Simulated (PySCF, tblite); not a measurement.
# C4H8O4Si: geometry, infrared bands and NMR shifts

Wanted: the infrared bands and NMR shifts of C4H8O4Si (`CC(=O)OC(=O)C[SiH2]O`), by calculation.

Programs: tblite 0.8.0 and PySCF 2.14.0, with density-fitted response routines of our own. Each step states its level of theory. These are calculated values for one molecule in the gas phase, unless marked as measured. Atoms are numbered from 0 throughout.

## (1) The starting structure

17 atoms, charge 0, multiplicity 1; geometry from: force field or distance geometry start.

Bonds of the start (Å): C0–C1 1.52, C1–O2 1.20, C1–O3 1.35, O3–C4 1.36, C4–O5 1.23, C4–C6 1.50, C6–Si7 1.85, Si7–O8 1.65, C0–H9 1.09, C0–H10 1.09, C0–H11 1.09, C6–H12 1.11, C6–H13 1.10, Si7–H14 1.49, Si7–H15 1.49, O8–H16 0.98.

## (2) Geometry optimisation with GFN2-xTB

What the job is given:

```
{"job": {"kind": "relax", "xc": "GFN2-xTB", "basis": "xTB"}, "charge": 0, "multiplicity": 1}
C      3.272900     0.880100    -0.484000
C      1.790900     1.171000    -0.628200
O      1.371100     2.172900    -1.146400
O      1.100400     0.132000    -0.099900
C     -0.255400     0.238800    -0.020700
O     -0.937500     1.223600    -0.284800
C     -0.810900    -1.060000     0.479300
Si    -2.644000    -1.238100     0.337500
O     -3.492100    -0.008100     1.045900
H      3.524200     0.003400    -1.072800
H      3.832300     1.738600    -0.852800
H      3.513700     0.724200     0.570500
H     -0.525600    -1.154200     1.545200
H     -0.335800    -1.880700    -0.077800
H     -3.040500    -1.300200    -1.092400
H     -3.068300    -2.516300     0.976700
H     -3.302200     0.885000     0.694000
```

Started as:

```console
> OMP_NUM_THREADS=1 python probes_run.py task.json out
```

One launch serves the whole session: the jobs run in the order shown.

**Question.** This job is followed by: GFN2-xTB harmonic vibrations, gas phase; GIAO PBE0/pcSseg-1 NMR shielding, non-relativistic, gas phase. What will the session give for the following? strongest single infrared mode (GFN2-xTB); zero-point energy (GFN2-xTB); 13C shifts against TMS (PBE0/pcSseg-1); 1H shifts against TMS (PBE0/pcSseg-1, means over atoms taken as alike); 17O shifts against H2O (PBE0/pcSseg-1); 29Si shifts against TMS (PBE0/pcSseg-1).

As calculated:

| quantity | value |
| --- | --- |
| strongest single infrared mode (GFN2-xTB) | 838 cm⁻¹, 614 km/mol |
| zero-point energy (GFN2-xTB) | 73.2 kcal/mol |
| 13C shifts against TMS (PBE0/pcSseg-1) | 175.9, 172.0, 29.7, 24.2 ppm |
| 1H shifts against TMS (PBE0/pcSseg-1, means over atoms taken as alike) | 5.05, 3.08, 2.17, 2.15 ppm |
| 17O shifts against H2O (PBE0/pcSseg-1) | 496.3, 478.9, 326.3, 14.1 ppm |
| 29Si shifts against TMS (PBE0/pcSseg-1) | -31.9 ppm |

Relaxing lowered the energy by 0.430 eV in 158 steps; the close pair that moved most is C6–Si7, from 1.847 to 1.939 Å. All 45 modes are real, so the xTB geometry is a minimum. The strongest single mode, at 838 cm⁻¹, moves mainly H16. Unscaled tight-binding wavenumbers are off by several per cent, some by more. Its intensities can rank the bands wrongly.
